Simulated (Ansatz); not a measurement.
**C2H8O3Sn: how energies converge with the basis set**

The task here is to estimate one member of a computed series from the others.

Computed with Ansatz 0.2.0, Gaussian basis. Level: one geometry, several basis sets.

Plan: PBE0-D4/def2-SVP; ωB97M-V/def2-SVP; PBE0-D4/def2-QZVPP; ωB97M-V/def2-QZVPP; the functionals' def2-TZVPP values are taken from earlier runs.

## The relaxed structure

All runs share one geometry, relaxed beforehand with PBE0-D4 in a triple-zeta def2 set. Sn takes the def2 core potential; no spin-orbit term is included.

SMILES `C[CH2][Sn]([OH])([OH])[OH]`, 14 atoms, charge 0, spin multiplicity 1.

Atoms are counted from 1 here; the program's logs count them from 0.

Bond lengths: C1–C2 1.522 Å, C1–H7 1.093 Å, C1–H8 1.092 Å, C1–H9 1.092 Å, C2–Sn3 2.124 Å, C2–H10 1.092 Å, C2–H11 1.092 Å, Sn3–O4 1.962 Å, Sn3–O5 1.963 Å, Sn3–O6 1.961 Å, O4–H12 0.961 Å, O5–H13 0.961 Å, O6–H14 0.961 Å. Angles: C2–C1–H7 110.5°, C2–C1–H8 111.6°, C2–C1–H9 111.7°, H7–C1–H8 107.4°, H7–C1–H9 107.6°, H8–C1–H9 107.7°, C1–C2–Sn3 112.6°, C1–C2–H10 111.9°, C1–C2–H11 111.9°, Sn3–C2–H10 106.4°, Sn3–C2–H11 106.3°, H10–C2–H11 107.4°, C2–Sn3–O4 112.6°, C2–Sn3–O5 111.8°, C2–Sn3–O6 113.8°, O4–Sn3–O5 105.7°, O4–Sn3–O6 106.2°, O5–Sn3–O6 106.2° and more.

Set-up of the first run:

in.yaml reads:

```yaml
crystal:
  periodic: [false, false, false]
  atoms:
    - {symbol: C, position_ang: [1.077534, -1.033864, 1.503315]}
    - {symbol: C, position_ang: [0.820574, -1.069341, 0.003402]}
    - {symbol: Sn, position_ang: [-0.491536, 0.473437, -0.636970]}
    - {symbol: O, position_ang: [-2.348268, 0.159595, -0.085846]}
    - {symbol: O, position_ang: [0.001563, 2.212328, 0.127889]}
    - {symbol: O, position_ang: [-0.532718, 0.722869, -2.581610]}
    - {symbol: H, position_ang: [1.772010, -1.827577, 1.791899]}
    - {symbol: H, position_ang: [0.157534, -1.180534, 2.073217]}
    - {symbol: H, position_ang: [1.513180, -0.082900, 1.816360]}
    - {symbol: H, position_ang: [0.365142, -2.011237, -0.309261]}
    - {symbol: H, position_ang: [1.741042, -0.945768, -0.570954]}
    - {symbol: H, position_ang: [-2.719478, 0.924717, 0.361617]}
    - {symbol: H, position_ang: [0.063120, 2.894314, -0.546082]}
    - {symbol: H, position_ang: [-1.432799, 0.734861, -2.918175]}
basis:
  gaussian: {orbitals: def2-SVP}
hamiltonian: {xc: pbe0, dispersion: d4}
output: {orbitals: {seedname: orbitals}}
```

Started as:

```console
$ ansatz run in.yaml --threads 4 --pin off --events-out ev --progress --plain --max-ram 11315MiB
```

Steps of the session up to this table: PBE0-D4 in def2-SVP; ωB97M-V in def2-SVP; PBE0-D4 in def2-QZVPP; ωB97M-V in def2-QZVPP.

One table of the session follows, with a row left open; its other results are not shown here.

It belongs to the step «Functionals by basis». 

```
functional       basis  HOMO (eV)
   PBE0-D4    def2-SVP      -7.87
   PBE0-D4  def2-TZVPP      -8.08
   PBE0-D4  def2-QZVPP      -8.12
   ωB97M-V    def2-SVP          ?
   ωB97M-V  def2-TZVPP     -10.35
   ωB97M-V  def2-QZVPP     -10.39
```

Estimate the missing values for ωB97M-V, def2-SVP.

As computed: HOMO (eV): -10.14. In the column «HOMO (eV)» it lies between ωB97M-V, def2-TZVPP (-10.35) and PBE0-D4, def2-QZVPP (-8.12).
